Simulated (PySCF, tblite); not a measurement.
**BrH₆OPSi₂: dynamics, then NMR shifts on frames**

Aim: move BrH₆OPSi₂ (`P[SiH2]O[SiH2]Br`) away from its starting geometry and see how NMR shifts follow the geometry.

The runs use tblite 0.8.0 and PySCF 2.14.0, with density-fitted response routines of our own; the level of theory stands in each step. All values are computed, except where a source is named. Atoms are numbered from 0 throughout.

## 1. The starting structure

11 atoms, charge 0, multiplicity 1; geometry from: GFN2-xTB.

Bonds of the start (Å): P0–Si1 2.23, Si1–O2 1.63, O2–Si3 1.61, Si3–Br4 2.20, P0–H5 1.39, P0–H6 1.38, Si1–H7 1.46, Si1–H8 1.46, Si3–H9 1.45, Si3–H10 1.45.

## 2. Dynamics with GFN2-xTB

The job: settings as JSON, then the geometry in Å.

```
{"job": {"kind": "md", "xc": "GFN2-xTB", "basis": "xTB", "temperature": 300, "steps": 2000, "every": 50, "frames": 5}, "charge": 0, "multiplicity": 1}
P      2.429047    -0.585342     0.761101
Si     0.818755     0.485597    -0.345176
O     -0.545683    -0.114775     0.312261
Si    -2.146080    -0.139857     0.456295
Br    -2.987720     0.383994    -1.505664
H      2.500050    -1.668840    -0.098851
H      3.449548     0.081920     0.108360
H      0.840595     1.917514    -0.045646
H      0.717120     0.256938    -1.786502
H     -2.564093     0.898309     1.377000
H     -2.506115    -1.512787     0.740859
```

With the program's defaults for keys left out, this is: GFN2-xTB Langevin dynamics, gas phase.

On the command line:

```bash
> OMP_NUM_THREADS=1 python probes_run.py task.json out
```

One launch serves the whole session: the jobs run in the order shown.

The program printed:

```text
t/fs     T/K      E/eV
    0.0   263.2   -472.12105
   25.0   233.8   -471.88924
   50.0   241.0   -471.84157
   75.0   182.0   -471.78205
  100.0   299.7   -471.93460
  125.0   191.1   -471.88353
  150.0   163.4   -471.89761
  175.0    79.6   -471.82277
  200.0   267.9   -471.86164
  225.0   287.3   -471.75636
  250.0   329.5   -471.79076
  275.0   394.3   -471.93253
  300.0   282.3   -471.77017
  325.0   307.9   -471.86194
  350.0   234.3   -471.74273
  375.0   348.6   -471.88629
  400.0   361.9   -471.88741
  425.0   356.0   -471.72638
  450.0   272.7   -471.70132
  475.0   327.7   -471.86544
  500.0   237.7   -471.77814
  525.0   388.2   -471.81838
  550.0   224.5   -471.76523
  575.0   185.6   -471.69254
  600.0   309.4   -471.82648
  625.0   327.2   -471.83298
  650.0   239.0   -471.77637
  675.0   299.2   -471.78968
  700.0   238.6   -471.80287
  725.0   322.6   -471.85794
  750.0   359.7   -471.86837
  775.0   391.5   -471.92612
  800.0   278.9   -471.77345
  825.0   350.8   -471.77615
  850.0   347.1   -471.68047
  875.0   353.9   -471.59726
  900.0   368.2   -471.72757
  925.0   360.2   -471.77700
  950.0   251.0   -471.62901
  975.0   300.8   -471.63518
 1000.0   386.4   -471.66590
```

Run time: 14 s. Hardware: 1 thread of Arm Neoverse V1, shared host; peak memory 0.19 GiB.

Distance from the start (root mean square after alignment): 0 fs 0.00 Å, 200 fs 0.24 Å, 400 fs 0.53 Å, 600 fs 0.93 Å, 800 fs 0.82 Å, 1000 fs 0.66 Å.

Positions (Å) and forces (eV/Å) at 1000 fs:

```xyz
11

P     2.518   -1.367    0.553   -0.455    0.998   -0.622
Si    0.607   -0.205    0.007    0.076   -0.959   -0.684
O    -0.780   -0.711    0.719   -0.411    0.089   -0.438
Si   -2.355   -0.773    0.225    1.413    1.177   -0.172
Br   -2.511    0.399   -1.716   -0.099   -0.621    0.824
H     3.116   -0.614   -0.487   -0.053   -0.511    0.349
H     3.031   -0.464    1.484   -0.241   -0.097    0.022
H     0.544    1.197    0.306    0.217    0.591    0.071
H     0.363   -0.470   -1.484    0.397    0.183    0.881
H    -3.042    0.035    1.192   -0.285    0.042    0.101
H    -2.428   -2.171    0.084   -0.559   -0.891   -0.331
```

## 3. Shielding tensors: 250 fs, PBE0/pcSseg-1

The job: settings as JSON, then the geometry in Å.

```
{"job": {"kind": "nmr", "xc": "PBE0", "basis": "pcSseg-1", "pop": false}, "charge": 0, "multiplicity": 1}
P      2.057200    -1.484400     0.769000
Si     0.911500     0.077100    -0.262600
O     -0.591100    -0.382700     0.291300
Si    -2.155700    -0.270900     0.494800
Br    -2.803900     0.379700    -1.512900
H      1.595200    -2.385200    -0.059700
H      3.256500    -1.362600     0.041000
H      1.231800     1.312300     0.436900
H      0.554200     0.353200    -1.682500
H     -2.584400     0.760200     1.398000
H     -2.745900    -1.660800     0.655000
```

Level: GIAO PBE0/pcSseg-1 NMR shielding, non-relativistic, gas phase.

The program printed:

```text
coarse grid: 46584 points
cycle   1  E = -3572.2380567018  dE = -7.157e-01  |g| = 1.017e+00  |ddm| = 3.160e+00
cycle   2  E = -3572.0276076085  dE =  2.104e-01  |g| = 1.341e+00  |ddm| = 1.626e+00
cycle   3  E = -3572.3389389011  dE = -3.113e-01  |g| = 2.773e-01  |ddm| = 1.294e+00
cycle   4  E = -3572.3523264282  dE = -1.339e-02  |g| = 4.069e-02  |ddm| = 2.326e-01
cycle   5  E = -3572.3526469380  dE = -3.205e-04  |g| = 1.553e-02  |ddm| = 6.502e-02
cycle   6  E = -3572.3527174009  dE = -7.046e-05  |g| = 2.909e-03  |ddm| = 2.205e-02
cycle   7  E = -3572.3527185004  dE = -1.099e-06  |g| = 6.307e-04  |ddm| = 3.123e-03
final grid: 92296 points
cycle   8  E = -3572.3527105867  dE = -3.250e-08  |g| = 7.107e-04  |ddm| = 1.690e-03
cycle   9  E = -3572.3527105838  dE =  2.891e-09  |g| = 7.795e-04  |ddm| = 1.409e-03
cycle  10  E = -3572.3527106505  dE = -6.671e-08  |g| = 5.037e-05  |ddm| = 6.635e-04
cycle  11  E = -3572.3527106510  dE = -4.893e-10  |g| = 1.627e-05  |ddm| = 4.939e-05
converged SCF energy = -3572.3527106510

GIAO shielding tensors (ppm)
atom      isotropic    diamagn.    paramagn.     s11        s22        s33       span
  0 P      639.830     967.854    -328.024    552.668    649.417    717.404    164.736
  1 Si     359.739     879.808    -520.069    285.055    363.822    430.340    145.285
  2 O      281.761     401.091    -119.330    194.673    295.095    355.514    160.841
  3 Si     375.430     878.689    -503.259    352.970    356.829    416.492     63.521
  4 Br    2582.578    3126.809    -544.231   2224.013   2714.059   2809.661    585.647
  5 H       31.947      32.326      -0.380     26.085     29.737     40.017     13.932
  6 H       30.477      28.966       1.511     25.427     26.121     39.883     14.456
  7 H       26.189      30.042      -3.853     22.424     24.963     31.180      8.756
  8 H       25.091      29.247      -4.155     19.922     26.738     28.613      8.691
  9 H       25.952      28.364      -2.411     21.156     24.361     32.340     11.184
 10 H       25.135      27.016      -1.881     20.594     23.741     31.069     10.474
```

Wall time 18 s (1 thread of Arm Neoverse V1, shared host); peak memory 0.71 GiB.

Shifts follow as δ = σ(reference) − σ, with reference shieldings (ppm) from runs at the same level and on the same kind of geometry: ¹H TMS 31.72, ²⁹Si TMS 349.2, ¹⁷O H2O 336.1, ³¹P H3PO4 318.4, ⁷⁹Br HBr 2622. The references are single molecules in the gas phase, so shifts against H2O, NH3, PH3, H3PO4 or CFCl3 are not on the usual liquid scales and can be off by tens of ppm. Each atom is listed at this fixed geometry, with no averaging over motion; a spectrum would average atoms that exchange fast.

| atoms | environment | σ (ppm) | δ (ppm) |
| --- | --- | --- | --- |
| H8 | hydrogen on a silicon bonded to O, P | 25.09 | 6.63 |
| H10 | hydrogen on a silicon bonded to Br, O | 25.13 | 6.58 |
| H9 | hydrogen on a silicon bonded to Br, O | 25.95 | 5.76 |
| H7 | hydrogen on a silicon bonded to O, P | 26.19 | 5.53 |
| H6 | hydrogen on a phosphorus bonded to Si | 30.48 | 1.24 |
| H5 | hydrogen on a phosphorus bonded to Si | 31.95 | -0.23 |
| P0 | phosphorus bonded to Si, 2 H | 639.8 | -321.5 |
| Si1 | silicon bonded to O, P, 2 H | 359.7 | -10.6 |
| Si3 | silicon bonded to Br, O, 2 H | 375.4 | -26.3 |
| O2 | oxygen bonded to 2 Si | 281.8 | 54.3 |
| Br4 | bromine bonded to Si | 2583 | 39 |

## 4. Nuclear shieldings: 425 fs, PBE0/pcSseg-1

The job: settings as JSON, then the geometry in Å.

```
{"job": {"kind": "nmr", "xc": "PBE0", "basis": "pcSseg-1", "pop": false}, "charge": 0, "multiplicity": 1}
P      2.223000    -2.001300     0.611800
Si     1.150100    -0.136400    -0.020400
O     -0.313000    -0.543200     0.619900
Si    -1.911200    -0.258000     0.632100
Br    -2.759300     0.152400    -1.329100
H      3.275800    -1.940900    -0.303500
H      3.133300    -1.241500     1.481400
H      1.872400     0.900200     0.634400
H      0.807300     0.075000    -1.450800
H     -2.071300     1.021100     1.270400
H     -2.536500    -1.381800     1.351600
```

Level: GIAO PBE0/pcSseg-1 NMR shielding, non-relativistic, gas phase.

The program printed:

```text
coarse grid: 46584 points
cycle   1  E = -3572.2475327174  dE = -7.946e-01  |g| = 1.013e+00  |ddm| = 3.163e+00
cycle   2  E = -3572.0256872719  dE =  2.218e-01  |g| = 1.354e+00  |ddm| = 1.687e+00
cycle   3  E = -3572.3450633302  dE = -3.194e-01  |g| = 2.851e-01  |ddm| = 1.363e+00
cycle   4  E = -3572.3592683843  dE = -1.421e-02  |g| = 4.278e-02  |ddm| = 2.385e-01
cycle   5  E = -3572.3595943897  dE = -3.260e-04  |g| = 1.433e-02  |ddm| = 6.526e-02
cycle   6  E = -3572.3596548218  dE = -6.043e-05  |g| = 3.350e-03  |ddm| = 2.177e-02
cycle   7  E = -3572.3596565115  dE = -1.690e-06  |g| = 6.984e-04  |ddm| = 3.842e-03
final grid: 92296 points
cycle   8  E = -3572.3596915160  dE = -2.874e-08  |g| = 7.945e-04  |ddm| = 1.817e-03
cycle   9  E = -3572.3596915030  dE =  1.304e-08  |g| = 8.808e-04  |ddm| = 1.568e-03
cycle  10  E = -3572.3596915970  dE = -9.408e-08  |g| = 5.123e-05  |ddm| = 7.710e-04
cycle  11  E = -3572.3596915976  dE = -5.211e-10  |g| = 1.468e-05  |ddm| = 4.786e-05
converged SCF energy = -3572.3596915976

GIAO shielding tensors (ppm)
atom      isotropic    diamagn.    paramagn.     s11        s22        s33       span
  0 P      592.321     965.758    -373.437    524.960    597.387    654.616    129.656
  1 Si     365.401     879.303    -513.902    282.789    363.867    449.547    166.758
  2 O      271.641     400.510    -128.869    195.324    287.248    332.352    137.028
  3 Si     370.566     877.916    -507.350    327.589    370.301    413.808     86.220
  4 Br    2601.199    3125.955    -524.756   2293.558   2695.295   2814.745    521.187
  5 H       30.214      28.744       1.470     25.570     26.707     38.365     12.795
  6 H       28.843      27.772       1.071     24.027     26.460     36.043     12.017
  7 H       25.935      30.705      -4.770     20.987     25.686     31.132     10.145
  8 H       25.688      29.528      -3.840     20.398     26.877     29.789      9.391
  9 H       26.062      29.041      -2.979     20.804     25.279     32.102     11.298
 10 H       25.790      27.017      -1.227     20.933     24.656     31.782     10.849
```

Wall time 15 s (1 thread of Arm Neoverse V1, shared host); peak memory 0.81 GiB.

In short: δ P0 -273.9, Si1 -16.2, Si3 -21.4, O2 64.4, H8 6.03, H10 5.93 ppm.

## 5. NMR shieldings: 625 fs, PBE0/pcSseg-1

The job: settings as JSON, then the geometry in Å.

```
{"job": {"kind": "nmr", "xc": "PBE0", "basis": "pcSseg-1", "pop": false}, "charge": 0, "multiplicity": 1}
P      2.824600    -1.922800     0.820400
Si     1.413400    -0.308800     0.063900
O     -0.105400    -0.936100     0.160300
Si    -1.549000    -0.406600     0.608000
Br    -2.645200     0.180100    -1.179100
H      3.844500    -1.214200     0.335600
H      2.819200    -1.444100     2.159800
H      1.397400     0.897200     0.783500
H      1.653300    -0.135000    -1.369500
H     -1.481700     0.879700     1.231300
H     -2.224200    -1.537100     1.190600
```

Method: GIAO PBE0/pcSseg-1 NMR shielding, non-relativistic, gas phase.

The program printed:

```text
coarse grid: 46584 points
cycle   1  E = -3572.2481191394  dE = -7.152e-01  |g| = 1.008e+00  |ddm| = 3.182e+00
cycle   2  E = -3572.0385756909  dE =  2.095e-01  |g| = 1.330e+00  |ddm| = 1.664e+00
cycle   3  E = -3572.3456502165  dE = -3.071e-01  |g| = 2.803e-01  |ddm| = 1.335e+00
cycle   4  E = -3572.3591914417  dE = -1.354e-02  |g| = 4.152e-02  |ddm| = 2.335e-01
cycle   5  E = -3572.3595043577  dE = -3.129e-04  |g| = 1.472e-02  |ddm| = 6.776e-02
cycle   6  E = -3572.3595689539  dE = -6.460e-05  |g| = 3.189e-03  |ddm| = 2.320e-02
cycle   7  E = -3572.3595704532  dE = -1.499e-06  |g| = 6.475e-04  |ddm| = 3.676e-03
final grid: 92296 points
cycle   8  E = -3572.3595709388  dE = -3.262e-08  |g| = 7.303e-04  |ddm| = 1.576e-03
cycle   9  E = -3572.3595709332  dE =  5.629e-09  |g| = 7.954e-04  |ddm| = 1.381e-03
cycle  10  E = -3572.3595710007  dE = -6.753e-08  |g| = 6.017e-05  |ddm| = 6.619e-04
cycle  11  E = -3572.3595710014  dE = -6.612e-10  |g| = 1.409e-05  |ddm| = 5.258e-05
converged SCF energy = -3572.3595710014

GIAO shielding tensors (ppm)
atom      isotropic    diamagn.    paramagn.     s11        s22        s33       span
  0 P      601.846     967.016    -365.170    540.212    625.550    639.777     99.564
  1 Si     353.006     880.171    -527.165    275.744    360.176    423.098    147.354
  2 O      279.351     400.352    -121.000    216.640    286.307    335.107    118.466
  3 Si     366.815     878.732    -511.917    321.855    350.659    427.932    106.077
  4 Br    2558.867    3126.404    -567.538   2156.460   2728.474   2791.666    635.206
  5 H       31.737      30.331       1.406     26.656     28.082     40.473     13.817
  6 H       29.588      29.092       0.496     24.641     27.026     37.097     12.456
  7 H       26.422      31.652      -5.230     21.865     26.966     30.437      8.572
  8 H       26.097      29.928      -3.831     21.351     26.378     30.561      9.210
  9 H       25.808      29.833      -4.026     20.456     25.192     31.775     11.319
 10 H       26.086      28.040      -1.954     20.753     25.193     32.312     11.559
```

Run time: 15 s. Hardware: 1 thread of Arm Neoverse V1, shared host; peak memory 0.81 GiB.

This run: δ P0 -283.5, Si1 -3.8, Si3 -17.7, O2 56.7, H9 5.91, H10 5.63 ppm.

## 6. Nuclear shieldings: 800 fs, PBE0/pcSseg-1

The job: settings as JSON, then the geometry in Å.

```
{"job": {"kind": "nmr", "xc": "PBE0", "basis": "pcSseg-1", "pop": false}, "charge": 0, "multiplicity": 1}
P      2.444100    -1.466300     0.946600
Si     1.130500    -0.167600    -0.249100
O     -0.387200    -0.464700     0.195700
Si    -1.969500    -0.674600     0.370200
Br    -2.645700     0.334900    -1.420000
H      3.610700    -0.744700     0.513400
H      2.349900    -0.587800     2.035200
H      1.374800     1.334300    -0.195400
H      1.223600    -0.673000    -1.724200
H     -2.578100    -0.082500     1.498300
H     -2.334300    -2.012600     0.237500
```

With the program's defaults for keys left out, this is: GIAO PBE0/pcSseg-1 NMR shielding, non-relativistic, gas phase.

The program printed:

```text
coarse grid: 46584 points
cycle   1  E = -3572.2544696770  dE = -7.217e-01  |g| = 1.003e+00  |ddm| = 3.166e+00
cycle   2  E = -3572.0795845575  dE =  1.749e-01  |g| = 1.264e+00  |ddm| = 1.455e+00
cycle   3  E = -3572.3479466182  dE = -2.684e-01  |g| = 2.704e-01  |ddm| = 1.145e+00
cycle   4  E = -3572.3605885572  dE = -1.264e-02  |g| = 3.913e-02  |ddm| = 2.162e-01
cycle   5  E = -3572.3608648311  dE = -2.763e-04  |g| = 1.245e-02  |ddm| = 5.801e-02
cycle   6  E = -3572.3609102875  dE = -4.546e-05  |g| = 2.780e-03  |ddm| = 1.844e-02
cycle   7  E = -3572.3609114196  dE = -1.132e-06  |g| = 5.890e-04  |ddm| = 3.142e-03
final grid: 92296 points
cycle   8  E = -3572.3608923651  dE = -2.630e-08  |g| = 6.658e-04  |ddm| = 1.636e-03
cycle   9  E = -3572.3608923595  dE =  5.580e-09  |g| = 7.231e-04  |ddm| = 1.295e-03
cycle  10  E = -3572.3608924197  dE = -6.014e-08  |g| = 2.507e-05  |ddm| = 6.353e-04
cycle  11  E = -3572.3608924198  dE = -1.646e-10  |g| = 5.722e-06  |ddm| = 3.076e-05
converged SCF energy = -3572.3608924198

GIAO shielding tensors (ppm)
atom      isotropic    diamagn.    paramagn.     s11        s22        s33       span
  0 P      615.962     966.735    -350.773    535.742    614.010    698.134    162.392
  1 Si     370.531     879.512    -508.980    313.318    376.321    421.954    108.636
  2 O      284.725     397.373    -112.649    208.783    281.367    364.024    155.240
  3 Si     369.095     879.248    -510.152    344.799    352.121    410.365     65.566
  4 Br    2601.930    3126.632    -524.702   2136.533   2770.789   2898.468    761.935
  5 H       30.047      28.021       2.026     25.545     26.192     38.405     12.860
  6 H       30.104      29.885       0.219     25.130     27.605     37.577     12.447
  7 H       25.149      29.096      -3.947     20.724     25.164     29.559      8.835
  8 H       25.042      28.128      -3.086     20.796     25.432     28.899      8.103
  9 H       26.532      28.970      -2.438     21.923     24.828     32.844     10.921
 10 H       26.735      29.142      -2.407     22.006     25.194     33.005     10.999
```

Wall time 15 s (1 thread of Arm Neoverse V1, shared host); peak memory 0.88 GiB.

In short: δ P0 -297.6, Si3 -19.9, Si1 -21.4, O2 51.4, H8 6.67, H7 6.57 ppm.

## 7. Nuclear shieldings: 1000 fs, PBE0/pcSseg-1

The job: settings as JSON, then the geometry in Å.

```
{"job": {"kind": "nmr", "xc": "PBE0", "basis": "pcSseg-1", "pop": false}, "charge": 0, "multiplicity": 1}
P      2.518500    -1.367300     0.553400
Si     0.606500    -0.204700     0.006700
O     -0.780500    -0.710900     0.719300
Si    -2.355000    -0.773200     0.225400
Br    -2.510600     0.398800    -1.716100
H      3.116200    -0.613600    -0.487300
H      3.031400    -0.463700     1.483900
H      0.543700     1.197300     0.306100
H      0.362600    -0.470500    -1.483700
H     -3.041900     0.035400     1.192400
H     -2.428400    -2.170700     0.084000
```

With the program's defaults for keys left out, this is: GIAO PBE0/pcSseg-1 NMR shielding, non-relativistic, gas phase.

The program printed:

```text
coarse grid: 46584 points
cycle   1  E = -3572.2320816155  dE = -8.618e-01  |g| = 1.031e+00  |ddm| = 3.124e+00
cycle   2  E = -3571.9938784890  dE =  2.382e-01  |g| = 1.399e+00  |ddm| = 1.804e+00
cycle   3  E = -3572.3387666468  dE = -3.449e-01  |g| = 2.822e-01  |ddm| = 1.455e+00
cycle   4  E = -3572.3526821690  dE = -1.392e-02  |g| = 4.435e-02  |ddm| = 2.535e-01
cycle   5  E = -3572.3530844482  dE = -4.023e-04  |g| = 1.910e-02  |ddm| = 7.788e-02
cycle   6  E = -3572.3531881118  dE = -1.037e-04  |g| = 3.642e-03  |ddm| = 2.759e-02
cycle   7  E = -3572.3531897352  dE = -1.623e-06  |g| = 7.458e-04  |ddm| = 4.223e-03
final grid: 92296 points
cycle   8  E = -3572.3532083224  dE = -3.856e-08  |g| = 8.362e-04  |ddm| = 2.177e-03
cycle   9  E = -3572.3532083113  dE =  1.106e-08  |g| = 9.352e-04  |ddm| = 1.884e-03
cycle  10  E = -3572.3532084240  dE = -1.127e-07  |g| = 6.599e-05  |ddm| = 9.136e-04
cycle  11  E = -3572.3532084249  dE = -8.795e-10  |g| = 1.993e-05  |ddm| = 6.501e-05
converged SCF energy = -3572.3532084249

GIAO shielding tensors (ppm)
atom      isotropic    diamagn.    paramagn.     s11        s22        s33       span
  0 P      594.060     966.833    -372.773    534.438    614.050    633.692     99.254
  1 Si     359.919     880.214    -520.295    279.938    388.342    411.477    131.539
  2 O      286.972     402.009    -115.038    212.108    277.650    371.157    159.049
  3 Si     345.286     878.742    -533.456    315.035    349.398    371.426     56.392
  4 Br    2538.073    3127.020    -588.947   2186.139   2643.996   2784.084    597.945
  5 H       30.413      29.562       0.851     25.570     27.958     37.712     12.142
  6 H       29.974      30.175      -0.201     25.245     26.471     38.205     12.961
  7 H       26.070      31.671      -5.601     20.972     26.643     30.594      9.622
  8 H       25.074      30.568      -5.494     19.179     26.306     29.736     10.556
  9 H       25.664      28.331      -2.667     20.843     24.211     31.939     11.096
 10 H       25.865      28.417      -2.552     20.758     24.731     32.107     11.349
```

Wall time 15 s (1 thread of Arm Neoverse V1, shared host); peak memory 0.81 GiB.

In short: δ P0 -275.7, Si3 3.9, Si1 -10.8, O2 49.1, H8 6.64, H9 6.05 ppm.

## 8. Run by run: NMR shifts

Shifts (ppm) of some atoms, chosen among heavy atoms and hydrogens apart, with basis size and wall time:

```csv
frame,H6,H5,P0,Si1,Si3,O2,Br4,functions,time
250 fs,1.24,-0.23,-321.5,-10.6,-26.3,54.3,39,160,18 s
425 fs,2.87,1.50,-273.9,-16.2,-21.4,64.4,21,160,15 s
625 fs,2.13,-0.02,-283.5,-3.8,-17.7,56.7,63,160,15 s
800 fs,1.61,1.67,-297.6,-21.4,-19.9,51.4,20,160,15 s
1000 fs,1.74,1.30,-275.7,-10.8,3.9,49.1,84,160,15 s
```

## 9. What came out

```
                                        quantity                                    value
                                      thermostat                                    300 K
                   mean temperature, second half                                    310 K
         mean potential energy above the minimum                                  0.36 eV
   ¹H shifts against TMS (PBE0/pcSseg-1, 250 fs)  6.63, 6.58, 5.76, 5.53, 1.24, -0.23 ppm
³¹P shifts against H3PO4 (PBE0/pcSseg-1, 250 fs)                               -321.5 ppm
 ²⁹Si shifts against TMS (PBE0/pcSseg-1, 250 fs)                         -10.6, -26.3 ppm
  ¹⁷O shifts against H2O (PBE0/pcSseg-1, 250 fs)                                 54.3 ppm
 ⁷⁹Br shifts against HBr (PBE0/pcSseg-1, 250 fs)                                   39 ppm
                       range of the shift of Br4                             20 to 84 ppm
```

**Reading.** In the second half the potential energy averages 0.36 eV above the minimum; equipartition over 27 harmonic modes at 300 K would give 0.35 eV. With 11 atoms the temperature swings widely (80 to 394 K). Shifts at one fixed geometry are not the observed spectrum, which averages over the motion. In the first frame run (250 fs): Shielding is most anisotropic at Br4 (span 586 ppm, paramagnetic term -544 ppm). Across the 5 runs the shift of Br4 moves most, between 20 (800 fs) and 84 ppm (1000 fs). Spin-orbit coupling is left out, which matters for shieldings and couplings at and beside the heavy atoms.
